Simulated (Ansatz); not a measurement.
# PC5: the cost of one run

Method: DFT PBE, scalar-relativistic, plane waves, PAW, unless a step names another level, in Ansatz 0.2.0.

## 1. The structure to begin with

The structure is trigonal, space group P-31m (No. 162). The conventional cell has a = 4.525 Å, b = 4.525 Å, c = 7.908 Å, α = 90.00°, β = 90.00°, γ = 120.00°. Around P (site symmetry 3m) lie 3 C at 1.75 Å. C (site symmetry 3) is surrounded by 3 C at 1.44 Å. C (site symmetry m) is surrounded by 2 C at 1.44 Å.

As a file:

```
P C
1.0
     4.52543    0.00000    0.00000
    -2.26271    3.91914    0.00000
     0.00000    0.00000    7.90830
P C
2 10
Direct
  0.00000 0.00000 0.35047
  0.00000 0.00000 0.64953
  0.66667 0.33333 0.27720
  0.63246 0.63246 0.28234
  0.33333 0.66667 0.27720
  0.00000 0.36754 0.28234
  0.36754 0.00000 0.28234
  0.33333 0.66667 0.72280
  0.00000 0.63246 0.71766
  0.66667 0.33333 0.72280
  0.63246 0.00000 0.71766
  0.36754 0.36754 0.71766
```

It came out lowest among 19 distinct ends of the trial cells. At a tolerance of 0.05 Å it has space group P-31m (No. 162).

## 2. Relaxing to 0.001 eV/Å, on the response runs' mesh and smearing

The input, input.yaml:

```yaml
crystal:
  lattice:
    - [4.5254283087, 0.0, 0.0]
    - [-2.2627141543, 3.9191358784, 0.0]
    - [0.0, 0.0, 7.9082961177]
  atoms:
    - { symbol: P, position: [0.0, 0.0, 0.3504743844] }
    - { symbol: P, position: [0.0, 0.0, 0.6495256156] }
    - { symbol: C, position: [0.6666666667, 0.3333333333, 0.2772042684] }
    - { symbol: C, position: [0.6324586197, 0.6324586197, 0.2823437225] }
    - { symbol: C, position: [0.3333333333, 0.6666666667, 0.2772042684] }
    - { symbol: C, position: [0.0, 0.3675413803, 0.2823437225] }
    - { symbol: C, position: [0.3675413803, 0.0, 0.2823437225] }
    - { symbol: C, position: [0.3333333333, 0.6666666667, 0.7227957316] }
    - { symbol: C, position: [0.0, 0.6324586197, 0.7176562775] }
    - { symbol: C, position: [0.6666666667, 0.3333333333, 0.7227957316] }
    - { symbol: C, position: [0.6324586197, 0.0, 0.7176562775] }
    - { symbol: C, position: [0.3675413803, 0.3675413803, 0.7176562775] }
basis:
  ecutwfc: 420
kpoints:
  mp_grid: { grid: [12, 12, 4] }
hamiltonian:
  xc: pbe
scf:
  occupations: { method: gaussian, width: 0.1 }
output:
  forces: true
  stress: true
  eigenvalues: true
  write_density: true
  write_potential: true
  elf: true
  volumetric_format: npy
relax:
  adjacent_minimum: "off"
  f_tol: 0.001
  max_steps: 60
  cell: { stress_tol: 0.01 }
```

Started as:

```console
ansatz run input.yaml --threads 3 --pin off --max-ram 7680MiB --backend cpu --events-out ev --progress --plain --runs-dir out
```

What time and memory should one allow on 3 threads of Arm Neoverse V1, shared host?

About 2.7 min, with a peak of 0.62 GiB.
